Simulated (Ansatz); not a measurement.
# Si3H8O2: a ladder of functionals and wavefunction methods

An exercise on one series of results from a longer session: the logs are not shown, and one member is left open.

Program: Ansatz 0.2.0, Gaussian basis. Level of theory: functionals in def2-TZVPP, the program's frozen cores in correlated methods. These are calculated values, not measurements.

Levels to be run: PBE-D4, r2SCAN-D4, PBE0-D4, B3LYP-D4, ωB97X-V, ωB97M-V, B2PLYP; CCSD(T)/def2-TZVPP; MP2/def2-QZVPP; extrapolation to the limit.

## The relaxed structure

The geometry comes from an earlier relaxation with PBE0-D4 in a triple-zeta def2 set; it is a stationary point, not always the lowest conformer.

13 atoms, charge 0, spin multiplicity 1.

Atoms are counted from 1 here; the program's logs count them from 0.

Bond lengths: O1–Si2 1.647 Å, O1–H6 0.959 Å, Si2–O3 1.648 Å, Si2–Si4 2.343 Å, Si2–H7 1.486 Å, O3–H8 0.959 Å, Si4–Si5 2.338 Å, Si4–H9 1.493 Å, Si4–H10 1.491 Å, Si5–H11 1.486 Å, Si5–H12 1.488 Å, Si5–H13 1.488 Å. Angles: Si2–O1–H6 117.4°, O1–Si2–O3 112.9°, O1–Si2–Si4 113.4°, O1–Si2–H7 103.1°, O3–Si2–Si4 103.6°, O3–Si2–H7 110.7°, Si4–Si2–H7 113.4°, Si2–O3–H8 117.7°, Si2–Si4–Si5 110.3°, Si2–Si4–H9 109.4°, Si2–Si4–H10 109.5°, Si5–Si4–H9 109.6°, Si5–Si4–H10 110.2°, H9–Si4–H10 107.7°, Si4–Si5–H11 109.9°, Si4–Si5–H12 109.6°, Si4–Si5–H13 111.2°, H11–Si5–H12 108.8° and more.

The first run:

in.yaml

```yaml
crystal:
  periodic: [false, false, false]
  atoms:
    - {symbol: O, position_ang: [0.979090, -1.736507, 2.150974]}
    - {symbol: Si, position_ang: [0.935311, -0.998835, 0.678901]}
    - {symbol: O, position_ang: [0.342670, -1.975515, -0.509028]}
    - {symbol: Si, position_ang: [-0.478208, 0.868411, 0.614399]}
    - {symbol: Si, position_ang: [-0.806997, 1.562453, -1.593364]}
    - {symbol: H, position_ang: [0.139585, -1.940597, 2.566647]}
    - {symbol: H, position_ang: [2.361541, -0.669238, 0.424557]}
    - {symbol: H, position_ang: [0.836767, -2.769729, -0.722267]}
    - {symbol: H, position_ang: [-1.791521, 0.517570, 1.231078]}
    - {symbol: H, position_ang: [0.118499, 1.972864, 1.418347]}
    - {symbol: H, position_ang: [-1.537308, 0.512158, -2.349575]}
    - {symbol: H, position_ang: [0.509992, 1.794938, -2.245822]}
    - {symbol: H, position_ang: [-1.589021, 2.827427, -1.650147]}
basis:
  gaussian: {orbitals: def2-TZVPP}
hamiltonian: {xc: pbe, dispersion: d4}
output: {forces: true, orbitals: {seedname: orbitals}}
```

Launch:

```sh
ansatz run in.yaml --threads 4 --pin off --events-out ev --progress --plain --max-ram 10444MiB
```

Among the steps run: PBE-D4 (GGA); r2SCAN-D4 (meta-GGA); PBE0-D4 (hybrid); B3LYP-D4 (hybrid); ωB97X-V (range-separated); ωB97M-V (range-separated); B2PLYP (double hybrid); CCSD(T) in def2-TZVPP; MP2 in def2-QZVPP.

One of the session's tables, all rows but one given; the rest of the session is left out.

| method | atomisation energy (kJ/mol) |
| --- | --- |
| PBE-D4 | 4284.4 |
| r2SCAN-D4 | 4297.1 |
| PBE0-D4 | 4235.1 |
| B3LYP-D4 | 4281.6 |
| ωB97X-V | 4327.5 |
| ωB97M-V | ? |
| B2PLYP | 4231.2 |
| HF/def2-TZVPP | 3153.1 |
| MP2/def2-TZVPP | 4215.8 |
| CCSD/def2-TZVPP | 4140.2 |
| CCSD(T)/def2-TZVPP | 4190.7 |
| MP2/CBS | 4342.8 |
| CCSD(T)/CBS | 4317.7 |

Q: Estimate the row for ωB97M-V from the others.

**Answer.** atomisation energy (kJ/mol): 4298.4. In the column «atomisation energy (kJ/mol)» it lies between r2SCAN-D4 (4297.1) and CCSD(T)/CBS (4317.7).
